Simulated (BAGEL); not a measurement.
# CASPT2(10,8)/cc-pVTZ (density fitting with cc-pvqz-jkfit) run of GeO (SMILES [O]=[Ge])

What is the vertical ionisation energy of GeO at CASPT2(10,8)/cc-pVTZ (density fitting with cc-pvqz-jkfit)? 

The results are computed with BAGEL 1.2.2.

11 further runs of the same task are left out: 7 that didn't finish, 4 set aside as unsound or not needed.

**1. Starting point**

GeO: 2 atoms, total charge 0, spin state singlet. As SMILES, `[O]=[Ge]`. Geometry: relaxed at PBE0-D4/def2-TZVP.

Bond lengths: O1–Ge2 1.623 Å.

**2. The energy at CASPT2(10,8)/cc-pVTZ (density fitting with cc-pvqz-jkfit)**

Input file input.json:

```json
{ "bagel": [

{
  "title": "molecule",
  "basis": "cc-pvtz.json",
  "df_basis": "cc-pvqz-jkfit",
  "angstrom": "true",
  "geometry": [
    { "atom": "O", "xyz": [    0.000000,    0.000000,   -0.023040 ] },
    { "atom": "Ge", "xyz": [    0.000000,    0.000000,    1.599530 ] }
  ]
},
{ "title": "hf" },
{ "title": "casscf", "nstate": 1, "nact": 8, "nclosed": 15, "maxiter": 200, "natocc": "true" },
{ "title": "print", "file": "orbitals.molden", "orbitals": "true" },
{ "title": "smith", "method": "caspt2", "ms": "true", "xms": "true", "sssr": "true", "shift": 0.0, "ncore": 10 }

]}
```

The basis set cc-pVTZ is read from a file made from the Basis Set Exchange's data (not shown).

Launch:

```bash
$ BAGEL_NUM_THREADS=1 BAGEL input.json > input.out
```

Output:

```text
* using 1 threads per process

  ===============================================================
  ===============================================================

  *** Geometry ***

  { "atom" : "O", "xyz" : [      0.000000,      0.000000,     -0.043539 ] },
  { "atom" : "Ge", "xyz" : [      0.000000,      0.000000,      3.022674 ] },

  Number of auxiliary basis functions:      324

  Since a DF basis is specified, we compute 2- and 3-index integrals:
    o Being stored without compression. Storage requirement is 0.014 GB

  Number of basis functions:       73
  Number of electrons      :       40

    * METHOD: MOLECULE                             0.12

  *** RHF ***

  === Nuclear Repulsion ===
    83.4906142302

      * DIIS with orbital gradients will be used.

  === RHF iteration (cc-pvtz.json) ===
      0      -2149.94369167          0.03261022           0.03
      1      -2149.39894707          0.06781875           0.03
      2      -2150.27814228          0.00548452           0.03
      3      -2150.28711867          0.00068061           0.03
      4      -2150.28738225          0.00024893           0.03
      5      -2150.28740317          0.00009063           0.03
[... 5 lines of this table left out ...]
     11      -2150.28740750          0.00000004           0.03
     12      -2150.28740750          0.00000001           0.03
    * SCF iteration converged.

    * Permanent dipole moment:
           (   -0.000000,     0.000000,    -1.585560) a.u.

    * METHOD: HF                                   0.53

  ---------------------------
      CASSCF calculation
  ---------------------------

    * nstate   :      1
    * nclosed  :     15
    * nact     :      8
    * nvirt    :     50
  === CASSCF iteration (cc-pvtz.json) ===

    * Using the second-order algorithm

      0  0     -2150.32640023     6.43e-03      0.05

      1  0     -2150.39364339     4.36e-03      0.22

      2  0     -2150.41563153     1.49e-03      0.21

[... 37 lines of this table left out ...]

     22  0     -2150.41978301     5.98e-09      0.19

    * Second-order optimization converged. *

     guess   0:   closed 11111...             open ........

  === FCI iteration ===

      0  0     -2150.28161513     9.65e-03      0.00
      1  0     -2150.40309827     3.86e-03      0.00
      2  0     -2150.41723882     1.46e-03      0.00
      3  0     -2150.41948370     4.69e-04      0.00
      4  0     -2150.41975375     1.56e-04      0.00
      5  0     -2150.41978157     3.45e-05      0.00
[... 8 lines of this table left out ...]
     14  0     -2150.41978301     3.51e-10      0.00
     15  0 *   -2150.41978301     8.57e-11      0.00

     * ci vector, state   0, <S^2> = 0.0000
       22222...    -0.9645285226
       2222.2..     0.1061241426
       222.2.2.     0.1061241426
       222abab.     0.0722287704
       222baba.     0.0722287704
       22.22..2     0.0661203946
       22b2ab.a    -0.0551449589
       22a2ba.b    -0.0551449589
       22ab2.ab    -0.0551449589
       22ba2.ba    -0.0551449589

    * METHOD: CASSCF                               5.05

    * METHOD: PRINT                                0.01

  === SMITH program ===

    * freezing 10 orbitals

    * Approximate memory requirement for SMITH calulation per MPI process:
      o Storage requirement for T-amplitude, lambda, and residual is 0.01 GB
      o Storage requirement for MO integrals is 0.00 GB
    * Calculating and saving rdm4f

    * Zeroth order energy : state  0       -6.4279904683

    * CASPT2 iteration is performed using redundant basis

      ---- iteration ----

        0    -0.26967138     0.01036188      0.13
        1    -0.27316550     0.00181929      0.13
        2    -0.27336659     0.00034240      0.13
        3    -0.27337262     0.00006831      0.13
        4    -0.27337287     0.00001154      0.13
        5    -0.27337288     0.00000239      0.13
        6    -0.27337288     0.00000040      0.14

      -------------------

    * CASPT2 energy : state  0    -2150.6931558875
        reference weight              0.9343896563

    * METHOD: SMITH                                1.97

  ===============================================================
```

Run time: 8.1 s. Hardware: 1 thread of Arm Neoverse V2, shared host; peak memory 0.22 GiB.

**3. The doublet cation, same level**

Input file job.json:

```json
{ "bagel": [

{
  "title": "molecule",
  "basis": "cc-pvtz.json",
  "df_basis": "cc-pvqz-jkfit",
  "angstrom": true,
  "geometry": [
    { "atom": "O", "xyz": [       0.000000,       0.000000,      -0.023040 ] },
    { "atom": "Ge", "xyz": [       0.000000,       0.000000,       1.599530 ] }
  ]
},

{
  "title": "hf",
  "charge": 2
},

{
  "title": "casscf",
  "nstate": 1,
  "nact": 8,
  "nclosed": 15,
  "charge": 1,
  "nspin": 1,
  "maxiter": 200,
  "natocc": true
},

{
  "title": "print",
  "file": "orbitals.molden",
  "orbitals": true
},

{
  "title": "smith",
  "method": "caspt2",
  "ms": true,
  "xms": true,
  "sssr": true,
  "shift": 0.0,
  "ncore": 10
}

]}
```

The basis set cc-pVTZ is read from a file made from the Basis Set Exchange's data (not shown).

Launch:

```bash
$ BAGEL_NUM_THREADS=1 BAGEL job.json > job.out
```

Output:

```text
* using 1 threads per process

  ===============================================================
  ===============================================================

  *** Geometry ***

  { "atom" : "O", "xyz" : [      0.000000,      0.000000,     -0.043539 ] },
  { "atom" : "Ge", "xyz" : [      0.000000,      0.000000,      3.022674 ] },

  Number of auxiliary basis functions:      324

  Since a DF basis is specified, we compute 2- and 3-index integrals:
    o Being stored without compression. Storage requirement is 0.014 GB

  Number of basis functions:       73
  Number of electrons      :       40

    * METHOD: MOLECULE                             0.12

  *** RHF ***

  === Nuclear Repulsion ===
    83.4906142302

      * DIIS with orbital gradients will be used.

  === RHF iteration (cc-pvtz.json) ===
      0      -2148.85249180          0.03335493           0.03
      1      -2148.23393518          0.07246974           0.03
      2      -2149.14464012          0.00713369           0.03
      3      -2149.16201204          0.00278562           0.03
      4      -2149.16852042          0.00123533           0.03
      5      -2149.17030705          0.00040092           0.03
[... 7 lines of this table left out ...]
     13      -2149.17038019          0.00000002           0.03
     14      -2149.17038019          0.00000000           0.03
    * SCF iteration converged.

    * Permanent dipole moment:
           (   -0.000000,     0.000000,    -1.335148) a.u.

    * METHOD: HF                                   0.57

  ---------------------------
      CASSCF calculation
  ---------------------------

    * nstate   :      1
    * nclosed  :     15
    * nact     :      8
    * nvirt    :     50
  === CASSCF iteration (cc-pvtz.json) ===

    * Using the second-order algorithm

      0  0     -2149.95313970     1.72e-02      0.05

      1  0     -2150.00009799     3.21e-03      0.26

      2  0     -2150.01914429     2.24e-03      0.22

[... 41 lines of this table left out ...]

     24  0     -2150.03006380     6.69e-09      0.19

    * Second-order optimization converged. *

     guess   0:   closed 1111....             open ....1...

  === FCI iteration ===

      0  0     -2149.94784719     6.48e-03      0.00
      1  0     -2150.02201654     2.27e-03      0.00
      2  0     -2150.02899241     7.87e-04      0.00
      3  0     -2150.02996859     2.08e-04      0.00
      4  0     -2150.03004866     7.12e-05      0.00
      5  0     -2150.03006051     3.12e-05      0.00
[... 11 lines of this table left out ...]
     17  0     -2150.03006380     3.46e-10      0.00
     18  0 *   -2150.03006380     9.32e-11      0.00

     * ci vector, state   0, <S^2> = 0.7500
       2222a...     0.9731756310
       222.a2..     0.1300728903
       22.2a.2.     0.0867442673
       2.22a..2     0.0570211118

    * METHOD: CASSCF                               5.65

    * METHOD: PRINT                                0.01

  === SMITH program ===

    * freezing 10 orbitals

    * Approximate memory requirement for SMITH calulation per MPI process:
      o Storage requirement for T-amplitude, lambda, and residual is 0.01 GB
      o Storage requirement for MO integrals is 0.00 GB
    * Calculating and saving rdm4f

    * Zeroth order energy : state  0       -8.7508598888

    * CASPT2 iteration is performed using redundant basis

      ---- iteration ----

        0    -0.24827326     0.01007665      0.13
        1    -0.25133452     0.00174162      0.13
        2    -0.25154472     0.00038583      0.13
        3    -0.25155309     0.00007897      0.13
        4    -0.25155356     0.00001647      0.14
        5    -0.25155357     0.00000345      0.14
        6    -0.25155357     0.00000078      0.14

      -------------------

    * CASPT2 energy : state  0    -2150.2816173740
        reference weight              0.9432357025

    * METHOD: SMITH                                2.11

  ===============================================================
```

It took 8.7 s on 1 thread of Arm Neoverse V2, shared host; peak memory 0.26 GiB.

**4. What came out**

At CASPT2(10,8)/cc-pVTZ (density fitting with cc-pvqz-jkfit), 10 core orbitals frozen:

| quantity | value |
| --- | --- |
| singlet GeO: total energy | -2150.69316 Eh |
| doublet cation: total energy | -2150.28162 Eh |
| vertical ionisation energy (to the doublet cation) | 11.199 eV |

What this shows: The vertical ionisation energy comes to 11.20 eV (1080 kJ/mol).
